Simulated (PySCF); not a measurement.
# C4H5BF2: the cost of one run

The runs use PySCF 2.14.0, with density-fitted response routines of our own; the level of theory stands in each step. All values are computed, except where a source is named. Atoms are numbered from 0 throughout.

## (1) The starting structure

12 atoms, charge 0, multiplicity 1; geometry from: GFN2-xTB. The atoms were then displaced at random by about 0.01 Å, so the start is not that level's minimum.

Bonds of the start (Å): F0–B1 1.32, B1–F2 1.31, B1–C3 1.56, C3–C4 1.51, C4–C5 1.31, C5–C6 1.51, C6–C4 1.49, C3–H7 1.09, C3–H8 1.08, C5–H9 1.05, C6–H10 1.09, C6–H11 1.08.

## (2) Geometry optimisation at PBE0-D3(BJ)/def2-SVP

What the job is given:

```
{"job": {"xc": "PBE0", "basis": "def2-SVP", "d3": "d3bj", "grid": 1, "shake": 0.01, "kind": "geom"}, "charge": 0, "multiplicity": 1}
F      2.744200     0.819100     0.726690
B      1.875980    -0.138310     0.464500
F      1.890420    -1.111600     1.339110
C      0.913840    -0.106530    -0.768090
C     -0.477280     0.176260    -0.263210
C     -1.472560     0.992820    -0.028270
C     -1.639710    -0.430710     0.451040
H      1.179980     0.660110    -1.495330
H      0.854910    -1.076260    -1.242020
H     -1.932000     1.938940    -0.082530
H     -1.598120    -0.653290     1.519890
H     -2.299980    -1.098790    -0.086680
```

Run with:

```bash
$ OMP_NUM_THREADS=1 python probes_run.py task.json out
```

The driver reads the jobs from task.json and runs them one after another.

Q: Estimate the wall time and peak memory of this first job on 1 thread of Arm Neoverse V1, shared host.

About 52 s, with a peak of 0.5 GiB.
